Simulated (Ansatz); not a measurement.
Working through a convergence test of the plane-wave cutoff of Cu₃Pt, space group Pm-3m

With the Ansatz DFT code, driven from Python.

Contents of `cu3pt.xyz`:
```text
4
Lattice="3.71 0.0 0.0 0.0 3.71 0.0 0.0 0.0 3.71" Properties=species:S:1:pos:R:3 pbc="T T T"
Cu    0.00000000    1.85500000    1.85500000
Cu    1.85500000    0.00000000    1.85500000
Cu    1.85500000    1.85500000    0.00000000
Pt    0.00000000    0.00000000    0.00000000
```

The cells in order, each with its output:

**Cell 1**
```python
import ansatz as az
```

**Cell 2**
```python
cell = az.Crystal.from_extxyz("cu3pt.xyz")
```

**Cell 3**
```python
calculation = (
    cell.calculation()
    .functional("pbesol")
    .kpoints(7)
    .occupations("Marzari-Vanderbilt", width=0.1)
    .forces()
    .stress()
)
```

**Cell 4**
```python
rows = []
for value in [250, 350, 450, 550, 650, 750]:
    report = calculation.basis(value).run(threads=1, backend="cpu").report
    rows.append((value, report["free_energy_ev"] / len(report["lattice"]["sites"]), report["n_iterations"], sum(report["stress_gpa"][i][i] for i in range(3)) / 3, max(abs(f) for row in report["forces_ev_ang"] for f in row), report["n_pw"]))
```
Output:
```text
DeckWarning: basis.ecutwfc = 250 eV is below the records' recommended 420 eV, and the density's cutoff is lower with it unless basis.ecutrho_ratio is high enough to keep the records' density cutoff: compare with a run at a higher cutoff
DeckWarning: basis.ecutwfc = 350 eV is below the records' recommended 420 eV, and the density's cutoff is lower with it unless basis.ecutrho_ratio is high enough to keep the records' density cutoff: compare with a run at a higher cutoff
```

**Cell 5**
```python
print(" cutoff (eV)   F/atom (eV)    iterations       P (GPa)  max component (eV/A)   plane waves")
for row in rows:
    print(f"{str(row[0]):>12s}  {row[1]:12.5f}  {row[2]:12d}  {row[3]:12.3f}  {row[4]:20.4f}  {row[5]:12d}")
```
Output:
```text
 cutoff (eV)   F/atom (eV)    iterations       P (GPa)  max component (eV/A)   plane waves
         250   -8035.30518             8         3.401                0.0000           461
         350   -8037.64022             7        -6.017                0.0000           751
         450   -8037.65263             7        -6.107                0.0000          1141
         550   -8037.65411             7        -6.119                0.0000          1503
         650   -8037.65428             7        -6.121                0.0000          1935
         750   -8037.65437             7        -6.121                0.0000          2373
```

**Cell 6**
```python
# the last row is the reference
for row in rows[:-1]:
    shift = 1000 * (row[1] - rows[-1][1])
    print(f"{row[0]}: {shift:+.2f} meV/atom" + ("  (within 5 meV)" if abs(shift) < 5 else ""))
```
Output:
```text
250: +2349.19 meV/atom
350: +14.15 meV/atom
450: +1.74 meV/atom  (within 5 meV)
550: +0.26 meV/atom  (within 5 meV)
650: +0.08 meV/atom  (within 5 meV)
```

From 450 eV on it stays within 5 meV an atom of the value at 750 eV; the first row (250 eV) is off by 2349.2 meV and the last but one by 0.08 meV. The energy falls steadily, as expected when plane waves are added. The pressure moves from 3.40 to -6.12 GPa (the program's stress holds a Pulay correction, so it settles early).

Caveats:
- Spin is left out of this run.
- The mesh is modest for a metal, so energies can be off by several to tens of meV an atom and pressures by half a GPa or more; differences at equal mesh fare better.
- Forces vanish by symmetry here and test nothing.
- Pressure is positive in compression.
- Spin-orbit coupling, which matters for elements this heavy, is left out.
- The structure is a deposited one; some such entries were measured under pressure or heat, so a shift against it needn't be the functional's error alone.
- Warnings are shown shortened and without file and line.
- Shifts are counted from the last row, which is itself no proven limit.
- Hardware and time: 18 s on 1 thread of Arm Neoverse V1 (shared host), peak memory 0.47 GiB.
